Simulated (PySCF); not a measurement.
**A diatomic session: RbBi**

One table from this session's results is given with a row withheld; the runs are named, their logs left out.

Program: PySCF 2.14.0. Level of theory: Rb def2-SVP with ECP28, Bi def2-SVP with ECP60, scalar-relativistic core potentials. These are calculated values, not measurements.

The first run:

Settings of the job:

```yaml
atoms: Rb, Bi
charge: 0
basis: Rb def2-SVP with ECP28, Bi def2-SVP with ECP60
Hamiltonian: scalar-relativistic core potentials
basis_functions: 50
electrons_treated: 32
masses_in_u: 84.9118, 208.9804
levels: PBE0, PBE, r²SCAN, r²SCANh, MN15, PBEsol, LC-ωPBE, HF, MP2, SCS-MP2, CCSD, CCSD(T)
grid: 80 radial by 434 angular points
occupations: held fixed by the projection of orbital angular momentum
dissociation_limit: Rb + Bi, each in its ground configuration
starting_distance_in_angstrom: 3.520
values_of_2S_to_try: 0, 2, 4
```

Command:

```console
$ OMP_NUM_THREADS=1 python dia.py task.json out
```

Among the steps run: The job; First curve: PBE0; Other states along the same grid; PBE; r²SCAN; r²SCANh (hybrid meta-GGA); MN15 (hybrid meta-GGA); PBEsol; LC-ωPBE (range-separated hybrid); ROHF (mean field); Adding correlation.

One of the session's tables, all rows but one given; the rest of the session is left out.

Energy (eV) from each level's lowest point:

| R (Å) | ROHF | ROHF-MP2 | ROHF-SCS-MP2 | ROHF-CCSD | ROHF-CCSD(T) |
| --- | --- | --- | --- | --- | --- |
| 3.069 | 0.535 | 0.421 | 0.444 | n/a | n/a |
| 3.212 | 0.257 | 0.185 | 0.200 | 0.205 | 0.206 |
| 3.355 | 0.096 | 0.057 | 0.065 | 0.070 | 0.072 |
| 3.462 | ? | ? | ? | ? | ? |
| 3.569 | 0.002 | 0.000 | 0.000 | 0.000 | 0.000 |
| 3.676 | 0.000 | 0.013 | 0.009 | 0.004 | 0.003 |
| 3.819 | 0.030 | 0.057 | 0.049 | 0.036 | 0.032 |
| 3.997 | 0.102 | 0.143 | 0.130 | 0.101 | 0.092 |
| 4.211 | 0.220 | 0.270 | 0.252 | 0.196 | 0.181 |
| 4.497 | 0.401 | 0.456 | 0.431 | n/a | n/a |

Q: Estimate the row for R (Å) = 3.462 from the others.

Worked estimate for «ROHF». A straight line through the neighbours (3.355, 0.096) and (3.569, 0.002) gives 0.096 + (0.002 − 0.096) × (3.462 − 3.355) / (3.569 − 3.355) = 0.049; a parabola fitted to 4 rows on both sides gives 0.029.

As computed: ROHF: 0.031; ROHF-MP2: 0.012; ROHF-SCS-MP2: 0.016; ROHF-CCSD: 0.019; ROHF-CCSD(T): 0.020. In «ROHF» the line misses by +0.018 and the parabola by -0.002.
